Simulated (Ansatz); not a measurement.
# Mo: the cost of one run

Program: Ansatz 0.2.0. Level of theory: DFT PBEsol, scalar-relativistic, plane waves, PAW. These are calculated values, not measurements.

2 further runs of the same task are left out: 2 set aside as unsound or not needed. Runs told in other sessions of the task aren't counted.

### 1 Starting point

The structure is hexagonal, space group P6/mmm (No. 191). The conventional cell has a = 2.742 Å, b = 2.742 Å, c = 2.492 Å, α = 90.00°, β = 90.00°, γ = 120.00°. Mo (site symmetry 6/mmm) has 8 Mo at 2.49 to 2.74 Å in its first shell of neighbours.

As a file:

```cif
data_structure
_symmetry_space_group_name_H-M 'P 1'
_symmetry_Int_Tables_number 1
_cell_length_a 2.7423
_cell_length_b 2.7423
_cell_length_c 2.4921
_cell_angle_alpha 90.000
_cell_angle_beta 90.000
_cell_angle_gamma 120.000
_cell_volume 16.23
loop_
_atom_site_label
_atom_site_type_symbol
_atom_site_fract_x
_atom_site_fract_y
_atom_site_fract_z
_atom_site_occupancy
Mo1 Mo 0.00000 0.00000 0.50000 1
```

It goes back to an entry of the Materials Project, which need not be the stable form.

This cell was relaxed beforehand with the same method: volume 16.23 Å³/atom, gap on the mesh none (metal).

### 2 The reference: the undisturbed cell on the scan's mesh

The input, input.yaml:

```yaml
crystal:
  lattice:
    - [2.7423354202, 0.0, 0.0]
    - [-1.3711677101, 2.3749321396, 0.0]
    - [0.0, 0.0, 2.4920710759]
  atoms:
    - { symbol: Mo, position: [0.0, 0.0, 0.5] }
basis:
  ecutwfc: 420
kpoints:
  mp_grid: { grid: [24, 24, 24] }
hamiltonian:
  xc: pbesol
scf:
  occupations: { method: gaussian, width: 0.15 }
output:
  forces: true
  stress: true
  eigenvalues: true
  write_density: true
  write_potential: true
  elf: true
  volumetric_format: npy
```

Run with:

```bash
$ ansatz run input.yaml --threads 1 --pin off --max-ram 2560MiB --backend cpu --events-out ev --progress --plain --runs-dir out
```

Q: Estimate wall time and peak memory on 1 thread of Arm Neoverse V1, shared host.

About 11 s, with a peak of 0.41 GiB.
